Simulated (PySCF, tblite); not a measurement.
# C₄H₄F₂O₂Si: geometry, infrared bands and NMR shifts

Aim: predict the infrared bands and NMR shifts of C₄H₄F₂O₂Si (`O=C1OCC=C1[SiH](F)F`).

Programs: tblite 0.8.0 and PySCF 2.14.0, with density-fitted response routines of our own. Each step states its level of theory. These are calculated values for one molecule in the gas phase, unless marked as measured. Atoms are numbered from 0 throughout.

## Step 1: The starting structure

13 atoms, charge 0, multiplicity 1; geometry from: force field or distance geometry start.

Bonds of the start (Å): O0–C1 1.22, C1–O2 1.35, O2–C3 1.42, C3–C4 1.48, C4–C5 1.33, C5–Si6 1.79, Si6–F7 1.61, Si6–F8 1.61, C5–C1 1.46, C3–H9 1.11, C3–H10 1.09, C4–H11 1.08, Si6–H12 1.48.

## Step 2: Relaxing the molecule with GFN2-xTB

Job settings and geometry (Å):

```
{"job": {"kind": "relax", "xc": "GFN2-xTB", "basis": "xTB"}, "charge": 0, "multiplicity": 1}
O      0.050400     2.298400     0.729100
C     -0.443900     1.256100     0.335700
O     -1.759100     1.035100     0.136100
C     -1.970400    -0.291000    -0.323400
C     -0.612800    -0.869000    -0.344000
C      0.292800     0.028500     0.031300
Si     2.070900    -0.031100     0.205100
F      2.430700    -0.797000     1.577500
F      2.656400    -0.913500    -1.005700
H     -2.621000    -0.826100     0.396600
H     -2.438600    -0.285900    -1.305800
H     -0.406300    -1.888100    -0.652600
H      2.746400     1.284100     0.202300
```

Command:

```sh
OMP_NUM_THREADS=1 python probes_run.py task.json out
```

One launch serves the whole session: the jobs run in the order shown.

**Question.** This job is followed by: GFN2-xTB harmonic vibrations, gas phase; GIAO PBE0/pcSseg-1 NMR shielding, non-relativistic, gas phase. What will the session give for the following? strongest single infrared mode (GFN2-xTB); zero-point energy (GFN2-xTB); 13C shifts against TMS (PBE0/pcSseg-1); 1H shifts against TMS (PBE0/pcSseg-1, means over atoms taken as alike); 17O shifts against H2O (PBE0/pcSseg-1); 29Si shifts against TMS (PBE0/pcSseg-1); 19F shifts against CFCl3 (PBE0/pcSseg-1, means over atoms taken as alike); surface potential, 1st and 99th percentile.

As calculated:

| quantity | value |
| --- | --- |
| strongest single infrared mode (GFN2-xTB) | 1794 cm⁻¹, 510 km/mol |
| zero-point energy (GFN2-xTB) | 47.9 kcal/mol |
| 13C shifts against TMS (PBE0/pcSseg-1) | 178.3, 173.8, 136.3, 76.9 ppm |
| 1H shifts against TMS (PBE0/pcSseg-1, means over atoms taken as alike) | 8.09, 5.24, 5.12 ppm |
| 17O shifts against H2O (PBE0/pcSseg-1) | 419.0, 215.1 ppm |
| 29Si shifts against TMS (PBE0/pcSseg-1) | -22.6 ppm |
| 19F shifts against CFCl3 (PBE0/pcSseg-1, means over atoms taken as alike) | -156.9 ppm |
| surface potential, 1st and 99th percentile | -1.69 V and 1.89 V |

What this shows: Relaxing lowered the energy by 0.187 eV in 32 steps; the close pair that moved most is C5–Si6, from 1.788 to 1.870 Å. All 33 modes are real, so the xTB geometry is a minimum. The strongest single mode, at 1794 cm⁻¹, moves mainly C1 and O0. Unscaled tight-binding wavenumbers are off by several per cent, some by more. Its intensities can rank the bands wrongly. C1 (ester carbonyl carbon) lies farthest downfield among carbon, at 178.3 ppm; it is a carbonyl in resonance with an O or N lone pair, the region of acids, esters and amides. At PBE0/pcSseg-1: Shielding is most anisotropic at O0 (span 632 ppm, paramagnetic term -483 ppm). By nearest atom (PBE0/pcSseg-1), the HOMO sits on O0 71 %; C5 9 % and the LUMO on C4 33 %; C5 21 %.
